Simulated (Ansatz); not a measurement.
Set up this calculation in Ansatz 0.2.0, as the native input.

```yaml
Task: electron localisation function
Functional: PBE
Potentials_or_basis: Ansatz PAW
Cutoff: "420 eV (not typed: the program's choice for these potentials)"
k_mesh: 5 × 5 × 4
Occupations: fermi-dirac, width 0.05 eV
Spin: no spin polarisation
```

The system is Ta3AsAu2O13.

```
CELL_PARAMETERS angstrom
5.72385 -0.00745 -0.00403
1.30279 6.25499 0.00561
0.27574 1.30074 8.36754
ATOMIC_POSITIONS crystal
Ta 0.21713 0.30521 0.58431
Ta 0.03325 0.11123 0.99855
Ta 0.58248 0.62145 0.50482
As 0.58707 0.89691 0.83049
Au 0.58004 0.09228 0.18613
Au 0.04485 0.82077 0.44682
O 0.66201 0.69726 0.71088
O 0.51632 0.13418 0.69625
O 0.85098 0.88773 0.91932
O 0.34466 0.87003 0.94651
O 0.73015 0.29240 0.03095
O 0.24622 0.21809 0.11075
O 0.12900 0.09398 0.49104
O 0.48032 0.38887 0.43499
O 0.05966 0.26685 0.78594
O 0.93330 0.53240 0.45645
O 0.49975 0.85161 0.34971
O 0.25256 0.62988 0.62473
O 0.91878 0.95175 0.22636
```

The cell was built by a generator and needn't be a form met in nature.

One way to write it, as run:

input.yaml

```yaml
crystal:
  lattice:
    - [5.72385, -0.00745, -0.00403]
    - [1.30279, 6.25499, 0.00561]
    - [0.27574, 1.30074, 8.36754]
  atoms:
    - { symbol: Ta, position: [0.21713, 0.30521, 0.58431] }
    - { symbol: Ta, position: [0.03325, 0.11123, 0.99855] }
    - { symbol: Ta, position: [0.58248, 0.62145, 0.50482] }
    - { symbol: As, position: [0.58707, 0.89691, 0.83049] }
    - { symbol: Au, position: [0.58004, 0.09228, 0.18613] }
    - { symbol: Au, position: [0.04485, 0.82077, 0.44682] }
    - { symbol: O, position: [0.66201, 0.69726, 0.71088] }
    - { symbol: O, position: [0.51632, 0.13418, 0.69625] }
    - { symbol: O, position: [0.85098, 0.88773, 0.91932] }
    - { symbol: O, position: [0.34466, 0.87003, 0.94651] }
    - { symbol: O, position: [0.73015, 0.2924, 0.03095] }
    - { symbol: O, position: [0.24622, 0.21809, 0.11075] }
    - { symbol: O, position: [0.129, 0.09398, 0.49104] }
    - { symbol: O, position: [0.48032, 0.38887, 0.43499] }
    - { symbol: O, position: [0.05966, 0.26685, 0.78594] }
    - { symbol: O, position: [0.9333, 0.5324, 0.45645] }
    - { symbol: O, position: [0.49975, 0.85161, 0.34971] }
    - { symbol: O, position: [0.25256, 0.62988, 0.62473] }
    - { symbol: O, position: [0.91878, 0.95175, 0.22636] }
hamiltonian:
  xc: pbe
  pseudopotentials: { kind: paw }
kpoints:
  mp_grid: { grid: [5, 5, 4] }
scf:
  occupations: { method: fermi_dirac, width: 0.05 }
output:
  forces: true
  stress: true
  eigenvalues: true
  write_density: true
  write_potential: true
  elf: true
  volumetric_format: npy
```

Potentials or basis: Ansatz PAW.

Command:

```sh
$ ansatz run input.yaml --threads 8 --pin off --max-ram 20480MiB --backend cpu --events-out ev --progress --plain --runs-dir out
```

It gave:

The pressure is 0.0 GPa and the largest force is 0.012 eV/Å. The band gap on the k mesh is 1.30 eV, indirect (least direct gap 1.36 eV).

Caveat: odd divisions of the mesh miss points on the zone boundary, where band edges often lie, so the gap on the mesh can be too wide; the pressure holds a Pulay correction of +0.5 GPa for the finite cutoff; spin-orbit coupling is left out, which moves the levels of the heavy elements.

Run time: 32 s on 8 threads of Arm Neoverse V2 (shared host), peak memory 2 GiB.
